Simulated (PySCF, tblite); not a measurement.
**C₆H₇FO: geometry, infrared bands and NMR shifts**

What infrared bands and NMR shifts should C₆H₇FO (`FC/C=C1\C=CCO1`) show?

Programs: tblite 0.8.0 and PySCF 2.14.0, with density-fitted response routines of our own. Each step states its level of theory. These are calculated values for one molecule in the gas phase, unless marked as measured. Atoms count from 0, in the outputs and in this text.

### Step 1. Starting geometry

15 atoms, charge 0, multiplicity 1; geometry from: force field or distance geometry start.

Bonds of the start (Å): F0–C1 1.36, C1–C2 1.51, C2–C3 1.33, C3–C4 1.43, C4–C5 1.33, C5–C6 1.48, C6–O7 1.44, O7–C3 1.40, C1–H8 1.08, C1–H9 1.10, C2–H10 1.09, C4–H11 1.08, C5–H12 1.09, C6–H13 1.09, C6–H14 1.09.

### Step 2. Geometry optimisation with GFN2-xTB

What the job is given:

```
{"job": {"kind": "relax", "xc": "GFN2-xTB", "basis": "xTB"}, "charge": 0, "multiplicity": 1}
F     -2.260000     1.321200     0.507700
C     -2.514500     0.200300    -0.219200
C     -1.267200    -0.587000    -0.519500
C     -0.007100    -0.313100    -0.206100
C      0.523700     0.779500     0.549600
C      1.839100     0.633800     0.622100
C      2.240000    -0.605500    -0.084000
O      1.022100    -1.177900    -0.584600
H     -3.001900     0.492200    -1.135500
H     -3.207300    -0.422300     0.374000
H     -1.459700    -1.491000    -1.099200
H     -0.050800     1.590500     0.963800
H      2.519500     1.308100     1.132600
H      2.912600    -0.402900    -0.923800
H      2.707200    -1.317900     0.600100
```

On the command line:

```console
OMP_NUM_THREADS=1 python probes_run.py task.json out
```

One launch serves the whole session: the jobs run in the order shown.

**Question.** This job is followed by: GFN2-xTB harmonic vibrations, gas phase; GIAO PBE0/pcSseg-1 NMR shielding, non-relativistic, gas phase. What will the session give for the following? strongest single infrared mode (GFN2-xTB); zero-point energy (GFN2-xTB); ¹³C shifts against TMS (PBE0/pcSseg-1); ¹H shifts against TMS (PBE0/pcSseg-1, means over atoms taken as alike); ¹⁹F shifts against CFCl3 (PBE0/pcSseg-1); ¹⁷O shifts against H2O (PBE0/pcSseg-1).

As calculated:

```
                                                              quantity                                      value
                             strongest single infrared mode (GFN2-xTB)                      1159 cm⁻¹, 141 km/mol
                                          zero-point energy (GFN2-xTB)                              71.7 kcal/mol
                                ¹³C shifts against TMS (PBE0/pcSseg-1)  167.1, 141.2, 133.2, 97.5, 86.5, 79.7 ppm
¹H shifts against TMS (PBE0/pcSseg-1, means over atoms taken as alike)           7.05, 6.39, 5.69, 5.14, 4.64 ppm
                              ¹⁹F shifts against CFCl3 (PBE0/pcSseg-1)                                 -264.5 ppm
                                ¹⁷O shifts against H2O (PBE0/pcSseg-1)                                  134.8 ppm
```

What this shows: Over 23 steps the energy fell by 0.079 eV; of the close pairs, C3–C4 changed most, 1.431 to 1.456 Å. The lowest mode is imaginary (20i cm⁻¹), so the xTB geometry is not a minimum. The strongest single mode, at 1159 cm⁻¹, is spread over several atoms, C3, O7, H11 among them. Unscaled tight-binding wavenumbers are off by several per cent, some by more. Its intensities can rank the bands wrongly.
